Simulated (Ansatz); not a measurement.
# In3Se: a line through an energy map

An exercise on one series of results from a longer session: the logs are not shown, and one member is left open.

Method: DFT PBEsol+D3(BJ), scalar-relativistic, plane waves, PAW, in Ansatz 0.2.0.

39 further runs of the same task are left out: 39 set aside as unsound or not needed. Runs told in other sessions of the task aren't counted.

**Starting point**

It takes space group Pm-3m (No. 221, cubic). The conventional cell has a = 4.588 Å, b = 4.588 Å, c = 4.588 Å, α = 90.00°, β = 90.00°, γ = 90.00°. In (site symmetry 4/mmm) has 8 In at 3.24 Å and 4 Se at 3.24 Å in its first shell of neighbours. Se (site symmetry m-3m) is surrounded by 12 In at 3.24 Å.

Structure file:

```
CELL_PARAMETERS angstrom
4.58765 0.00000 0.00000
0.00000 4.58765 0.00000
0.00000 0.00000 4.58765
ATOMIC_POSITIONS crystal
In 0.00000 0.50000 0.50000
In 0.50000 0.00000 0.50000
In 0.50000 0.50000 0.00000
Se 0.00000 0.00000 0.00000
```

It goes back to an entry of the Materials Project, which need not be the stable form.

This cell was relaxed beforehand with the same method: volume 24.14 Å³/atom, gap on the mesh none (metal).

**What is varied**

The energy is mapped over volume and the cell's shape.

First coordinate, volume per atom: 9 values from 22.21 to 26.07 Å³. Second coordinate, c/a of the conventional cell: 9 values from 0.923 to 1.083.

Nothing else is relaxed (symmetry fixes all fractional coordinates). Energies count from the relaxed crystal. Points are written as (first, second).

Set-up of the first run:

input.yaml

```yaml
crystal:
  lattice:
    - [4.5826433702, 0.0, 0.0]
    - [0.0, 4.5826433702, 0.0]
    - [0.0, 0.0, 4.2297798307]
  atoms:
    - { symbol: In, position: [0.0, 0.5, 0.5] }
    - { symbol: In, position: [0.5, 0.0, 0.5] }
    - { symbol: In, position: [0.5, 0.5, 0.0] }
    - { symbol: Se, position: [0.0, 0.0, 0.0] }
basis:
  ecutwfc: 420
kpoints:
  mp_grid: { grid: [10, 10, 10] }
hamiltonian:
  xc: pbesol
  pseudopotentials: { kind: paw, azcp: { folder: soft_1 } }
  dispersion: d3bj
scf:
  occupations: { method: gaussian, width: 0.15 }
output:
  forces: true
  stress: true
  eigenvalues: true
```

On the command line:

```console
$ ansatz run input.yaml --threads 2 --pin off --max-ram 4096MiB --backend cpu --events-out ev --progress --plain --runs-dir out
```

Among the steps run: Point (22.21 Å³, 0.923); Point (22.69 Å³, 0.923); Grid point (23.17 Å³, 0.923); Grid point (24.14 Å³, 0.923); The run at (24.62 Å³, 0.923); Grid point (25.10 Å³, 0.923); The run at (25.59 Å³, 0.923); Point (26.07 Å³, 0.923).

One of the session's tables, all rows but one given; the rest of the session is left out.

| volume per atom (Å³) | energy (meV/atom) | slope (meV/atom per Å³) | pressure (GPa) |
| --- | --- | --- | --- |
| 22.21 | 28.2 | −31.4 | 5.0 |
| 22.69 | 15.4 | −22.0 | 3.5 |
| 23.17 | 6.8 | −13.6 | 2.2 |
| 23.66 | 2.1 | −6.2 | 1.0 |
| 24.14 | ? | ? | ? |
| 24.62 | 2.3 | 6.2 | −1.0 |
| 25.10 | 6.6 | 11.4 | −1.8 |
| 25.59 | 13.3 | 16.1 | −2.6 |
| 26.07 | 22.1 | 20.2 | −3.2 |

Estimate the missing values for volume per atom (Å³) = 24.14.

Worked estimate for «energy (meV/atom)». A straight line through the neighbours (23.66, 2.1) and (24.62, 2.3) gives 2.1 + (2.3 − 2.1) × (24.14 − 23.66) / (24.62 − 23.66) = 2.2; a parabola fitted to 4 rows on both sides gives 0.7.

As computed: energy (meV/atom): 0.7; slope (meV/atom per Å³): 0.4; pressure (GPa): −0.1. In «energy (meV/atom)» the line misses by +1.5 and the parabola by 0.0.

Energies count from the relaxed crystal. Rows without a step come from runs not printed here or follow by symmetry.

What this shows: The lowest point computed on the line is at 24.14 Å³, 0.7 meV/atom from the zero. V·d²E/dV² there is about 50 GPa, a bulk modulus under this line's constraint. The highest point computed, at 22.21 Å³, lies 27.5 meV/atom above the lowest. The final runs have no spin polarisation, so a magnetic state may lie lower.

Limits of these values: Warnings in the runs' records: pseudo functional mismatch.
